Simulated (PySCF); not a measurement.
# C2H6GeO2: runs on many settings

Aim: see how C2H6GeO2 (`CO[C](=O)[GeH3]`) answers to the choice of functional, basis, grid and SCF options, and what happens with inputs that are wrong on purpose.

Computed with PySCF 2.14.0, with density-fitted response routines of our own, on a single molecule in the gas phase. Atoms count from 0, in the outputs and in this text.

1 further run of the same task is left out (for a known fault of the program). Runs told in other sessions of the task aren't counted.

### Step 1. Starting geometry

11 atoms, charge 0, multiplicity 1; geometry from: GFN2-xTB.

Bonds of the start (Å): C0–O1 1.43, O1–C2 1.33, C2–O3 1.20, C2–Ge4 1.98, C0–H5 1.09, C0–H6 1.09, C0–H7 1.09, Ge4–H8 1.49, Ge4–H9 1.49, Ge4–H10 1.49.

### Step 2. Shielding tensors: PBE0/pcSseg-1

Job settings and geometry (Å):

```
{"job": {"kind": "nmr", "xc": "PBE0", "basis": "pcSseg-1"}, "charge": 0, "multiplicity": 1}
C      2.000325     0.099094     0.332811
O      0.588365     0.031631     0.521343
C     -0.171597     0.036882    -0.570042
O      0.245801     0.099619    -1.692693
Ge    -2.059491    -0.109377     0.009856
H      2.263205     1.023953    -0.183580
H      2.338143    -0.747571    -0.267273
H      2.447273     0.071973     1.323067
H     -2.975906     0.563239    -0.954888
H     -2.460873    -1.545914     0.083945
H     -2.209821     0.479140     1.371491
```

With the program's defaults for keys left out, this is: GIAO PBE0/pcSseg-1 NMR shielding, non-relativistic, gas phase.

Command:

```console
$ OMP_NUM_THREADS=1 python probes_run.py task.json out
```

One launch serves the whole session: the jobs run in the order shown.

Standard output:

```text
coarse grid: 42968 points
cycle   1  E = -2306.3383129992  dE =  1.408e-02  |g| = 1.168e+00  |ddm| = 3.026e+00
cycle   2  E = -2305.9467193882  dE =  3.916e-01  |g| = 1.821e+00  |ddm| = 1.586e+00
cycle   3  E = -2306.4668038279  dE = -5.201e-01  |g| = 4.326e-01  |ddm| = 1.268e+00
cycle   4  E = -2306.4975669972  dE = -3.076e-02  |g| = 1.255e-01  |ddm| = 2.899e-01
cycle   5  E = -2306.4998884695  dE = -2.321e-03  |g| = 3.999e-02  |ddm| = 8.017e-02
cycle   6  E = -2306.5001236415  dE = -2.352e-04  |g| = 8.472e-03  |ddm| = 2.201e-02
cycle   7  E = -2306.5001337148  dE = -1.007e-05  |g| = 1.266e-03  |ddm| = 6.430e-03
cycle   8  E = -2306.5001340386  dE = -3.239e-07  |g| = 2.142e-04  |ddm| = 1.161e-03
final grid: 90104 points
cycle   9  E = -2306.5001565103  dE = -5.447e-09  |g| = 3.224e-04  |ddm| = 8.032e-04
cycle  10  E = -2306.5001564556  dE =  5.477e-08  |g| = 6.390e-04  |ddm| = 5.943e-04
cycle  11  E = -2306.5001565300  dE = -7.446e-08  |g| = 6.759e-05  |ddm| = 3.818e-04
cycle  12  E = -2306.5001565310  dE = -9.272e-10  |g| = 9.023e-06  |ddm| = 5.274e-05
converged SCF energy = -2306.5001565310

GIAO shielding tensors (ppm)
atom      isotropic    diamagn.    paramagn.     s11        s22        s33       span
  0 C      134.132     244.987    -110.855    102.634    120.942    178.818     76.185
  1 O      113.485     401.680    -288.195    -82.824    208.746    214.533    297.356
  2 C        3.643     253.656    -250.013    -94.617     39.065     66.482    161.099
  3 O     -173.963     403.790    -577.753   -535.919   -257.186    271.217    807.136
  4 Ge    1607.966    2753.929   -1145.962   1510.012   1629.555   1684.333    174.321
  5 H       27.747      29.320      -1.574     23.867     25.700     33.673      9.807
  6 H       27.742      29.389      -1.648     23.883     25.739     33.604      9.720
  7 H       28.010      28.856      -0.847     24.358     26.531     33.140      8.782
  8 H       28.065      27.955       0.109     21.522     23.003     39.669     18.147
  9 H       27.872      28.153      -0.281     21.928     22.863     38.826     16.897
 10 H       27.838      28.540      -0.703     20.877     23.664     38.972     18.095
```

Run time: 16 s. Hardware: 1 thread of Intel Xeon Platinum 8488C, shared host; peak memory 0.81 GiB.

Shifts follow as δ = σ(reference) − σ, with reference shieldings (ppm) from runs at the same level and on the same kind of geometry: 1H TMS 31.72, 13C TMS 186.9, 17O H2O 336.1, 73Ge GeMe4 1331. The references are single molecules in the gas phase, so shifts against H2O, NH3, PH3, H3PO4 or CFCl3 are not on the usual liquid scales and can be off by tens of ppm. Atoms listed in one row are averaged.

| atoms | environment | σ (ppm) | δ (ppm) |
| --- | --- | --- | --- |
| C2 | carbonyl carbon | 3.6 | 183.3 |
| C0 | methyl carbon bonded to O | 134.1 | 52.8 |
| H5, H6, H7 | hydrogen on a methyl carbon bonded to O | 27.83 | 3.88 |
| H8, H9, H10 | hydrogen on a germanium bonded to C | 27.92 | 3.79 |
| O3 | ester carbonyl oxygen | -174.0 | 510.0 |
| O1 | ester alkoxy oxygen | 113.5 | 222.6 |
| Ge4 | germanium bonded to C, 3 H | 1608 | -277 |

Charges from the same density, by scheme (e):

```csv
atoms,Mulliken,IAO,Hirshfeld,ESP fit
C0,-0.04,-0.22,-0.03,-0.24
O1,-0.46,-0.33,-0.10,-0.31
C2,0.20,0.31,0.13,0.62
O3,-0.40,-0.44,-0.26,-0.51
Ge4,0.33,0.45,0.30,0.07
```

Mayer bond orders: C0–O1 0.85, O1–C2 1.07, C2–O3 1.90, C2–Ge4 0.75.

Orbitals, density, ELF and potential are computed afterwards from the orbital file.

Frontier orbitals at PBE0/pcSseg-1, with the share of their density that lies nearest to each atom:

| orbital | energy (eV) | lies on |
| --- | --- | --- |
| HOMO | -7.75 | O3 58 %; C2 13 %; Ge4 10 % |
| LUMO | -0.37 | C2 41 %; O3 23 %; O1 10 % |

ELF in a plane through or near 6 of the atoms.

Ten even steps from '0' (0.00) to '9' (1.00):
```
0000000000000000000000000000
0000000000000000000000000000
0000000000000000000000000000
0000000000000000001100000000
0000000210000000147741000000
0000049993002200389984000000
0000089995027720279984000000
0000189996268840244453100000
0000037974672731213312100000
0000002415882746416423200000
0000001553446718716626521000
0000001464102284851269962000
0000000121016874322589973000
0000000000378266100389841000
0000000000588488300146410000
0000000000247887300000000000
0000000000012343100000000000
0000000000000000000000000000
0000000000000000000000000000
0000000000000000000000000000
```
The map spans 11.2 Å across and 8.6 Å up, centred on the molecule. Atoms in the plane (x, y in Å): C0 (-2.0, 0.2), O1 (-0.6, 0.5), C2 (0.2, -0.6), O3 (-0.1, -1.7), Ge4 (2.1, 0.1), H7 (-2.5, 1.2).

log10 of the density (e/Å³) in the same plane.

Ten even steps from '0' (-4.0) to '9' (2.0):
```
0000000000000000000000000000
0000000000000000000000000000
0000000000000000111110000000
0000001111000001222221100000
0000012222211112233332210000
0001134444334433445543321000
0001235665455544455554321100
0001245666567654556654322100
0001245676679765567765432100
0001235678778766679975433210
0001235676666776668865533210
0001234566556797666665543210
0000123454456776555555433210
0000112334557976544444432100
0000011223457876443333322100
0000000012445655432222110000
0000000001234444321111000000
0000000000122332100000000000
0000000000000110000000000000
0000000000000000000000000000
```
The map spans 11.2 Å across and 8.6 Å up, centred on the molecule. Atoms in the plane (x, y in Å): C0 (-2.0, 0.2), O1 (-0.6, 0.5), C2 (0.2, -0.6), O3 (-0.1, -1.7), Ge4 (2.1, 0.1), H7 (-2.5, 1.2).

On the surface of density 0.002 e/bohr³ the electrostatic potential runs, from the 1st to the 99th percentile, from -1.57 V near O3 to 1.10 V near Ge4.

### Step 3. TDDFT and polarisability: PBE0/def2-SVPD

Settings changed since step 2:

```diff
@@ -1,2 +1,2 @@
-{"job": {"kind": "nmr", "xc": "PBE0", "basis": "pcSseg-1"}, "charge": 0, "multiplicity": 1}
+{"job": {"kind": "uv", "xc": "PBE0", "basis": "def2-SVPD", "nstates": 6, "ntriplets": 2}, "charge": 0, "multiplicity": 1}
 C      2.000325     0.099094     0.332811
```

Level: TDDFT PBE0/def2-SVPD, vertical, gas phase, core orbitals frozen in the response.

Standard output:

```text
coarse grid: 42968 points
cycle   1  E = -2306.1927578485  dE =  4.788e-02  |g| = 8.610e-01  |ddm| = 3.993e+00
cycle   2  E = -2305.8235828980  dE =  3.692e-01  |g| = 1.624e+00  |ddm| = 2.410e+00
cycle   3  E = -2306.3108302370  dE = -4.872e-01  |g| = 2.793e-01  |ddm| = 1.836e+00
cycle   4  E = -2306.3238876293  dE = -1.306e-02  |g| = 8.675e-02  |ddm| = 2.954e-01
cycle   5  E = -2306.3252031454  dE = -1.316e-03  |g| = 2.290e-02  |ddm| = 8.425e-02
cycle   6  E = -2306.3252727693  dE = -6.962e-05  |g| = 4.964e-03  |ddm| = 2.482e-02
cycle   7  E = -2306.3252766344  dE = -3.865e-06  |g| = 8.798e-04  |ddm| = 6.747e-03
final grid: 90104 points
cycle   8  E = -2306.3252949594  dE =  2.077e-07  |g| = 1.468e-03  |ddm| = 3.989e-03
cycle   9  E = -2306.3252936350  dE =  1.324e-06  |g| = 3.032e-03  |ddm| = 3.855e-03
cycle  10  E = -2306.3252953532  dE = -1.718e-06  |g| = 2.361e-04  |ddm| = 2.634e-03
cycle  11  E = -2306.3252953630  dE = -9.721e-09  |g| = 2.615e-05  |ddm| = 2.581e-04
cycle  12  E = -2306.3252953631  dE = -1.237e-10  |g| = 1.049e-05  |ddm| = 3.530e-05
converged SCF energy = -2306.3252953631

Static polarisability (au): isotropic 63.594, principal 51.278 61.292 78.210

Singlet excitations
state   eV       nm        f      main configurations
  1   5.2759    235.0   0.00439   H->L 0.97
  2   7.0930    174.8   0.02481   H->L+1 0.93
  3   7.5520    164.2   0.18910   H->L+2 0.80
  4   7.6146    162.8   0.03962   H-1->L 0.70, H->L+4 0.21
  5   7.7465    160.1   0.00494   H-2->L 0.61, H-4->L 0.24, H-3->L 0.11
  6   7.9167    156.6   0.01130   H->L+3 0.86

Triplet excitations (Tamm-Dancoff, eV): 4.5923 5.7959
```

It took 21 s on 1 thread of Intel Xeon Platinum 8488C, shared host; peak memory 0.67 GiB.

The orbitals next to the gap, with their largest atomic shares:

```
orbital     eV                        atoms
 HOMO−3  -9.78   Ge4 40 %, H9 24 %, H8 22 %
 HOMO−2  -9.76  Ge4 35 %, H10 22 %, O1 12 %
 HOMO−1  -9.14    O1 44 %, O3 27 %, C0 10 %
   HOMO  -7.84   O3 54 %, C2 15 %, Ge4 14 %
   LUMO  -0.51   C2 33 %, O3 26 %, Ge4 16 %
 LUMO+1   0.33   Ge4 44 %, C2 11 %, H10 8 %
 LUMO+2   0.69   Ge4 33 %, C2 12 %, H8 11 %
```

With each of the 6 states as a Gaussian band of 0.4 eV half-width at 1/e, the curve within the window shown has maxima at 235 nm (ε 180), 164 nm (ε 9,900) L/(mol cm). Beyond the last state computed it falls off for lack of states. The curve at chosen wavelengths:

```
 nm  ε (L/mol/cm)
151           962
156          4201
160          8004
165          9758
169          7615
174          3908
178          1958
183           747
187           313
192            88
197            20
201             6
206             6
210            15
215            39
219            69
224           116
229           157
233           175
238           173
242           154
247           119
251            88
256            56
260            36
265            19
```

Leading natural transition orbitals of singlet state 3: the hole lies on O3 60 %; C2 11 %; Ge4 9 %; the particle on H8, H9 about 24 % each; H10 18 %; C2 11 %.

Leading natural transition orbitals of singlet state 1: the hole lies on O3 64 %; C2 10 %; O1 9 %; the particle on C2 47 %; O3 26 %; O1 11 %.

Further results of this job:

| property | computed |
| --- | --- |
| dipole moment (D) | 1.96 |
| polarisability (Å³) | 9.42 |
| HOMO–LUMO gap (eV) | 7.33 |
| −ε(HOMO) (eV) | 7.84 |

### Step 4. NMR shieldings: BLYP/pcSseg-1

Settings changed since step 3:

```diff
@@ -1,2 +1,2 @@
-{"job": {"kind": "uv", "xc": "PBE0", "basis": "def2-SVPD", "nstates": 6, "ntriplets": 2}, "charge": 0, "multiplicity": 1}
+{"job": {"kind": "nmr", "xc": "BLYP", "basis": "pcSseg-1", "pop": false, "scf": {"level_shift": 2.0, "max_cycle": 5}}, "charge": 0, "multiplicity": 1}
 C      2.000325     0.099094     0.332811
```

With the program's defaults for keys left out, this is: GIAO BLYP/pcSseg-1 NMR shielding, non-relativistic, gas phase.

Standard output:

```text
final grid: 90104 points
cycle   1  E = -2306.5370967171  dE =  2.831e-01  |g| = 1.522e+00  |ddm| = 2.864e+00
cycle   2  E = -2306.9453515489  dE = -4.083e-01  |g| = 4.893e-01  |ddm| = 6.419e-01
cycle   3  E = -2306.9965524367  dE = -5.120e-02  |g| = 2.545e-01  |ddm| = 2.419e-01
cycle   4  E = -2307.0128631637  dE = -1.631e-02  |g| = 1.750e-01  |ddm| = 1.587e-01
cycle   5  E = -2307.0206831223  dE = -7.820e-03  |g| = 1.261e-01  |ddm| = 1.087e-01
SCF not converged, last energy = -2307.0206831223
```

Run time: 5 s. Hardware: 1 thread of Intel Xeon Platinum 8488C, shared host.

Why it failed: The cap of 5 cycles ended the SCF at a gradient of 1.3e-01. Cure: raise the cap. Numbers printed on the way are no properties of the molecule.

### Step 5. J couplings: PBE0/MINI

Settings changed since step 4:

```diff
@@ -1,2 +1,2 @@
-{"job": {"kind": "nmr", "xc": "BLYP", "basis": "pcSseg-1", "pop": false, "scf": {"level_shift": 2.0, "max_cycle": 5}}, "charge": 0, "multiplicity": 1}
+{"job": {"kind": "j", "xc": "PBE0", "basis": "MINI", "scf": {"aux": "cc-pvdz-ri", "diis": false, "max_cycle": 50}}, "charge": 0, "multiplicity": 1}
 C      2.000325     0.099094     0.332811
```

Method: PBE0/MINI.

Standard output:

```text
KeyError: 'Element ge (Z=32) not found in basis MINI version 0'
```

Wall time 0.01 s (1 thread of Intel Xeon Platinum 8488C, shared host).

Diagnosis: The basis MINI has no functions for an element of the molecule, so the input was refused before any integral. The remedy is to choose a basis that covers all elements.

### Step 6. Summary of results

```
                                                                  quantity                                            value
                                    13C shifts against TMS (PBE0/pcSseg-1)                                  183.3, 52.8 ppm
    1H shifts against TMS (PBE0/pcSseg-1, means over atoms taken as alike)                                   3.88, 3.79 ppm
                                    17O shifts against H2O (PBE0/pcSseg-1)                                 510.0, 222.6 ppm
                                 73Ge shifts against GeMe4 (PBE0/pcSseg-1)                                         -277 ppm
potential on the surface of density 0.002 e/bohr³, 1st and 99th percentile                               -1.57 V and 1.10 V
                                           lowest singlet (PBE0/def2-SVPD)                      5.28 eV (235 nm), f = 0.004
                                  brightest single state of those computed                      state 3, 7.55 eV, f = 0.189
                                                            lowest triplet                                          4.59 eV
                                             property runs in this session  4, of which 2 failed and 0 gave unsound results
```

**Reading.** Single values in the summary come from the first sound run of each kind (PBE0/pcSseg-1; PBE0/def2-SVPD), which need not be the best level. H5, H6, H7 (mean) (hydrogen on a methyl carbon bonded to O) lies farthest downfield among hydrogen, at 3.88 ppm; its carbon carries O, an electronegative neighbour. At PBE0/pcSseg-1: Shielding is most anisotropic at O3 (span 807 ppm, paramagnetic term -578 ppm). At PBE0/pcSseg-1, counted by nearest atom on the grid, the HOMO lies on O3 58 %; C2 13 %, the LUMO on C2 41 %; O3 23 %. The lowest singlet, at 5.28 eV, is HOMO→LUMO 0.97 and is weak; of the 6 states computed, the strongest absorption comes from state 3 at 7.55 eV. The lowest triplet lies 0.68 eV below the lowest singlet (triplets in Tamm-Dancoff, singlets in full TDDFT). Spin-orbit coupling is left out, which matters for shieldings and couplings at and beside the heavy atoms.
